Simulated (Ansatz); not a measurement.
**ClFH₅NSi (built from SMILES F[SiH2]Cl.N): a reaction path by the nudged elastic band**

Aim: the minimum-energy path between two given structures and its highest point. Both ends were relaxed at PBE0-D4 in triple zeta.

Computed with Ansatz 0.2.0, Gaussian basis. Level: PBE0-D4/def2-SVP.

23 further runs of the same task are left out: 1 that didn't finish, 22 set aside as unsound or not needed. Runs told in other sessions of the task aren't counted.

### Step 1. The system as given

The first end: 9 atoms, charge 0, spin multiplicity 1.

Atoms are counted from 1 here; the program's logs count them from 0.

Bond lengths: Si1–F2 1.664 Å, Si1–H3 1.475 Å, Si1–H4 1.475 Å, Si1–Cl5 2.256 Å, Si1–N7 1.935 Å, H6–N7 1.017 Å, N7–H8 1.017 Å, N7–H9 1.017 Å. Angles: F2–Si1–H3 95.4°, F2–Si1–H4 95.4°, F2–Si1–Cl5 167.3°, F2–Si1–N7 85.3°, H3–Si1–H4 128.3°, H3–Si1–Cl5 90.1°, H3–Si1–N7 115.6°, H4–Si1–Cl5 90.1°, H4–Si1–N7 115.6°, Cl5–Si1–N7 82.1°, Si1–N7–H6 111.6°, Si1–N7–H8 108.7°, Si1–N7–H9 108.7°, H6–N7–H8 110.9°, H6–N7–H9 110.9°, H8–N7–H9 105.9°.

Coordinates:

```
Si   -0.81299    0.27009   -0.23166
F    -1.35244   -1.30190   -0.31819
H    -0.99038    0.55761   -1.66718
H    -1.68681    0.65576    0.89196
Cl    0.35020    2.18780    0.01129
H     0.84146   -1.52551    0.28778
N     0.88810   -0.51011    0.26132
H     1.59437   -0.19700   -0.40010
H     1.16849   -0.13664    1.16478
```

The second end:

```
Si   -0.44528    0.93873   -0.15766
F    -0.63312   -2.58381   -0.07260
H    -0.88274    0.73553   -1.55164
H    -1.53257    0.82778    0.83297
Cl    0.32572    2.84110   -0.02115
H    -0.12527   -1.78793    0.03502
N     0.71970   -0.29370    0.20750
H     1.50301   -0.36950   -0.42969
H     1.07055   -0.30810    1.15725
```

### Step 2. The band at PBE0-D4/def2-SVP

Input file neb/in.yaml:

```yaml
crystal:
  periodic: [false, false, false]
  atoms:
    - {symbol: Si, position_ang: [-0.812992, 0.270086, -0.231664]}
    - {symbol: F, position_ang: [-1.352441, -1.301895, -0.318192]}
    - {symbol: H, position_ang: [-0.990381, 0.557607, -1.667178]}
    - {symbol: H, position_ang: [-1.686810, 0.655759, 0.891955]}
    - {symbol: Cl, position_ang: [0.350203, 2.187804, 0.011286]}
    - {symbol: H, position_ang: [0.841460, -1.525513, 0.287783]}
    - {symbol: N, position_ang: [0.888101, -0.510108, 0.261325]}
    - {symbol: H, position_ang: [1.594372, -0.197004, -0.400101]}
    - {symbol: H, position_ang: [1.168488, -0.136637, 1.164784]}
basis:
  gaussian: {orbitals: def2-SVP}
hamiltonian: {xc: pbe0, dispersion: d4}
neb:
  images: 5
  climbing: true
  max_iterations: 40
  initial_path: idpp
  final_atoms:
    - {symbol: Si, position_ang: [-0.445276, 0.938732, -0.157657]}
    - {symbol: F, position_ang: [-0.633119, -2.583815, -0.072595]}
    - {symbol: H, position_ang: [-0.882742, 0.735528, -1.551639]}
    - {symbol: H, position_ang: [-1.532567, 0.827781, 0.832966]}
    - {symbol: Cl, position_ang: [0.325716, 2.841103, -0.021148]}
    - {symbol: H, position_ang: [-0.125273, -1.787929, 0.035017]}
    - {symbol: N, position_ang: [0.719698, -0.293700, 0.207500]}
    - {symbol: H, position_ang: [1.503008, -0.369497, -0.429693]}
    - {symbol: H, position_ang: [1.070555, -0.308104, 1.157251]}
```

The run is started by

```
ansatz run in.yaml --threads 4 --pin off --events-out ev --progress --plain --max-ram 9574MiB
```

What it wrote:

```text
Functional definition: PBE0
  name "PBE0"
  cite "Adamo & Barone, J. Chem. Phys. 110, 6158 (1999) doi:10.1063/1.478522"
  cite "Perdew, Burke & Ernzerhof, Phys. Rev. Lett. 77, 3865 (1996) doi:10.1103/PhysRevLett.77.3865"
  parent pbe
  parameter a = 0.25
  parameter kappa = 0.804
  parameter beta = 0.06672455060314922
  exchange = (1 - a)*pbe_x(kappa = kappa, mu = beta*pi^2/3) + a*exact_x
  correlation = pbe_c(beta = beta)
914 factors; integrals over basis functions are off by at most 5.7e-4 eV
mean field evaluation 1: about -24665.9178 eV, gradient 4.7e1 eV
mean field evaluation 2: about -24664.0913 eV, gradient 5.7e1 eV
mean field evaluation 4: about -24669.7048 eV, gradient 1.6e0 eV
mean field evaluation 8: about -24669.7214 eV, gradient 9.1e-2 eV
mean field -24669.72142173 eV, -906.5955405106 hartree, gradient 3.0e-5 eV, S^2 0.000000; 0 other end points of the search recorded, 0 dependent functions left out
the calculation of the forces begins
reference -24669.72144433 eV, -906.5955413415 hartree; 26, 26 occupied and 63, 63 virtual orbitals, 914 factors
[... from here to the last solve, the lines of the solves are left out (87 solves) ...]
WARN: NEB end point (image 0): max|allowed force component| = 5.183e-1 eV/Å (the criterion of neb.relax_end_points is 1.000e-2). That is over neb.f_tol: it is no minimum, so the barrier can be far off. Relax it first
WARN: NEB end point (image 6): max|allowed force component| = 2.664e-1 eV/Å (the criterion of neb.relax_end_points is 1.000e-2). That is over neb.f_tol: it is no minimum, so the barrier can be far off. Relax it first
NEB iter   1: max|band force component| = 3.861e0 eV/Å  barrier→ = 2.5352 eV  barrier← = 2.1417 eV  Δτ_max = 0.2000 Å  (177 SCF iters)
NEB iter   2: max|band force component| = 2.613e0 eV/Å  barrier→ = 1.3532 eV  barrier← = 0.9597 eV  Δτ_max = 0.2000 Å  (139 SCF iters)
NEB iter   3: max|band force component| = 4.378e0 eV/Å  barrier→ = 0.9972 eV  barrier← = 0.6036 eV  Δτ_max = 0.1002 Å  (140 SCF iters)
NEB iter   4: max|band force component| = 9.932e-1 eV/Å  barrier→ = 0.7615 eV  barrier← = 0.3679 eV  Δτ_max = 0.1257 Å  (139 SCF iters)
NEB iter   5: max|band force component| = 8.810e-1 eV/Å  barrier→ = 0.6476 eV  barrier← = 0.2541 eV  Δτ_max = 0.0788 Å  (137 SCF iters)
NEB iter   6: max|band force component| = 6.877e-1 eV/Å  barrier→ = 0.6332 eV  barrier← = 0.2396 eV  CI = image 2  Δτ_max = 0.1708 Å  (131 SCF iters)
NEB iter   7: max|band force component| = 1.277e0 eV/Å  barrier→ = 0.8037 eV  barrier← = 0.4102 eV  CI = image 2  Δτ_max = 0.0600 Å  (130 SCF iters)
NEB iter   8: max|band force component| = 3.166e-1 eV/Å  barrier→ = 0.7277 eV  barrier← = 0.3342 eV  CI = image 2  Δτ_max = 0.0396 Å  (133 SCF iters)
NEB iter   9: max|band force component| = 2.009e-1 eV/Å  barrier→ = 0.7320 eV  barrier← = 0.3385 eV  CI = image 2  Δτ_max = 0.0237 Å  (126 SCF iters)
916 factors; integrals over basis functions are off by at most 1.3e-3 eV
mean field evaluation 704: about -24669.3813 eV, gradient 2.5e-6 eV
mean field -24669.38128676 eV, -906.5830407813 hartree, gradient 2.5e-6 eV, S^2 0.000000; 0 other end points of the search recorded, 0 dependent functions left out
the calculation of the forces begins
reference -24669.38130777 eV, -906.5830415535 hartree; 26, 26 occupied and 63, 63 virtual orbitals, 916 factors
NEB iter  10: max|band force component| = 2.287e-2 eV/Å  barrier→ = 0.7332 eV  barrier← = 0.3396 eV  CI = image 2  CI's point: of a kind that is not told: the force calls were inconclusive, a negative curvature could not be distinguished from the path's own, the only one lies far off the path, or fixed occupations may fill a level only in part  Δτ_max = 0.0000 Å  (889 SCF iters)
Total energy: -24669.13898780 eV, -906.5741364585 hartree
Atom 0 at    -0.590720     0.524099    -0.180899 Å, force     0.001349    -0.016274     0.000990 eV/Å
Atom 1 at    -1.048295    -1.499694    -0.227682 Å, force     0.013135     0.008050     0.003267 eV/Å
Atom 2 at    -0.905467     0.475529    -1.622710 Å, force    -0.006709     0.007091    -0.000527 eV/Å
Atom 3 at    -1.592732     0.572539     0.902553 Å, force    -0.005909     0.006980    -0.003446 eV/Å
Atom 4 at     0.238576     2.474124    -0.030112 Å, force    -0.003099     0.004272    -0.001007 eV/Å
Atom 5 at     0.074244    -1.394896     0.073795 Å, force    -0.015908     0.000334    -0.004349 eV/Å
Atom 6 at     0.898672    -0.471729     0.262698 Å, force     0.018486    -0.020038     0.005809 eV/Å
Atom 7 at     1.679708    -0.370548    -0.385625 Å, force    -0.002948     0.005111     0.008004 eV/Å
Atom 8 at     1.246013    -0.309326     1.207979 Å, force     0.001603     0.004473    -0.008740 eV/Å
Dipole moment:     0.558850    -0.273596     0.162602 e Å
```

Wall time 61 s (4 threads of Arm Neoverse V2, shared host).

The last band:

```tsv
image	path (Å)	energy (kJ/mol)	Si1–N7 (Å)	F2–H6 (Å)	Si1–F2 (Å)	H6–N7 (Å)
0	0.00	0.0	1.94	2.29	1.66	1.02
1	0.55	19.1	1.93	1.73	1.76	1.04
2	1.09	70.7	1.85	1.17	2.08	1.25
3	1.51	47.2	1.79	0.99	2.46	1.54
4	1.93	34.2	1.76	0.95	2.90	1.71
5	2.35	34.3	1.75	0.95	3.23	1.73
6	2.77	38.0	1.73	0.95	3.53	1.73
```

The highest image, 2:

```xyz
9
ClFH5NSi
Si   -0.59072    0.52410   -0.18090
F    -1.04829   -1.49969   -0.22768
H    -0.90547    0.47553   -1.62271
H    -1.59273    0.57254    0.90255
Cl    0.23858    2.47412   -0.03011
H     0.07424   -1.39490    0.07379
N     0.89867   -0.47173    0.26270
H     1.67971   -0.37055   -0.38562
H     1.24601   -0.30933    1.20798
```

### Step 3. Summary of results

```
                                                                       quantity                                                 value
                                                PBE0-D4/def2-SVP, 10 iterations  highest 70.7 kJ/mol (image 2), last end +38.0 kJ/mol
from earlier runs: barrier over the separately found saddle, CCSD(T)/def2-TZVPP                                           93.2 kJ/mol
```

What this shows: The highest image lies 70.7 kJ/mol above the first end, and it climbed, so it estimates the saddle. The ends are not quite minima at this level (largest force component 0.52 eV/Å), so the heights are unreliable: relaxing the first end would lower it and raise the barrier above it. The highest image is 22.4 kJ/mol below the CCSD(T) barrier in triple zeta, which comes from separate runs on the saddle.
